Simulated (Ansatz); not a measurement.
I need a rigid scan of one bond length of CH₄N₂Sn, SMILES N=[C]1[NH][SnH2]1. Use the Python package of Ansatz (0.2.0). Use (for the species named): r2scan0, def2-SVP basis, multiplicity 1.

```
atom    x (Å)    y (Å)    z (Å)
   N   0.0532   1.8304  -0.8804
   C   0.1652   0.7652  -0.2513
   N   0.9932  -0.0455   0.7180
  Sn  -0.4800  -1.0403   0.1127
   H  -0.8171   1.9900  -1.5385
   H   1.8786  -0.0522   1.3312
   H  -0.0285  -2.3299  -0.9636
   H  -1.6724  -1.1750   1.4161
```

The script, `run_scan.py`:
```python
'''Potential curve of CH4N2Sn along one bond.'''

import ansatz as az
import numpy as np

BASIS_SET = 'def2-SVP'
XC = 'r2scan0'


def main() -> None:
    geometry_ang = [
        ('N', (0.0532, 1.8304, -0.8804)),
        ('C', (0.1652, 0.7652, -0.2513)),
        ('N', (0.9932, -0.0455, 0.718)),
        ('Sn', (-0.48, -1.0403, 0.1127)),
        ('H', (-0.8171, 1.99, -1.5385)),
        ('H', (1.8786, -0.0522, 1.3312)),
        ('H', (-0.0285, -2.3299, -0.9636)),
        ('H', (-1.6724, -1.175, 1.4161)),
    ]
    molecule = az.Crystal.molecule()
    for symbol, xyz in geometry_ang:
        molecule = molecule.atom(symbol, xyz)

    symbols = [site.symbol for site in molecule.cartesian_sites]
    start = np.array([site.position_ang for site in molecule.cartesian_sites])
    axis = (start[4] - start[0]) / np.linalg.norm(start[4] - start[0])
    moving = [4]
    lengths, energies = [0.97, 1.015, 1.059, 1.103, 1.147, 1.191, 1.235, 1.301], []
    for length in lengths:
        xyz = start.copy()
        xyz[moving] += (length - np.linalg.norm(start[4] - start[0])) * axis
        point = az.Crystal.molecule()
        for symbol, xyz in zip(symbols, xyz):
            point = point.atom(symbol, xyz.tolist())
        setup = (
            point.calculation()
            .basis(gaussian=BASIS_SET)
            .functional(XC)
        )
        report = setup.run().report
        energies.append(report['free_energy_ev'])
        print(f'r = {length:6.3f} A  E = {energies[-1]:.5f} eV  <S^2> = {abs(report["mean_field"]["state"]["spin_squared"]):.3f}')

    # quartic fit about the minimum
    fit = np.polynomial.Polynomial.fit(lengths, np.array(energies) - min(energies), 4).convert()
    roots = [r.real for r in fit.deriv().roots() if abs(r.imag) < 1e-9 and fit.deriv(2)(r.real) > 0]
    r_e = min(roots, key=lambda r: abs(r - lengths[int(np.argmin(energies))]))
    print(f'minimum of the fit at {r_e:.4f} A, force constant {fit.deriv(2)(r_e):.2f} eV/A^2')


if __name__ == '__main__':
    main()
```

Running `python run_scan.py` prints:
```text
r =  0.970 A  E = -9904.41309 eV  <S^2> = 0.000
r =  1.015 A  E = -9904.44997 eV  <S^2> = 0.000
r =  1.059 A  E = -9904.39670 eV  <S^2> = 0.000
r =  1.103 A  E = -9904.27788 eV  <S^2> = 0.000
r =  1.147 A  E = -9904.11119 eV  <S^2> = 0.000
r =  1.191 A  E = -9903.91048 eV  <S^2> = 0.000
r =  1.235 A  E = -9903.68662 eV  <S^2> = 0.000
r =  1.301 A  E = -9903.32563 eV  <S^2> = 0.000
minimum of the fit at 1.0086 A, force constant 46.67 eV/A^2
```

Caveats:
- Total energies depend on the basis set; only differences at equal settings carry meaning.
- The rest of the molecule is held rigid at a force-field or estimated start geometry, and the basis set is modest; single-reference methods fail as a bond breaks.
- def2 sets replace the cores of elements past krypton by effective core potentials.
- The orbitals are restricted, so S² is zero by construction.
- Run time: 37 s on 1 thread of Intel(R) Xeon(R) Platinum 8488C (Sapphire Rapids), with other jobs on the host, peak memory 0.27 GiB.

(Lines on the test bed's own set-up are left out of the output.)
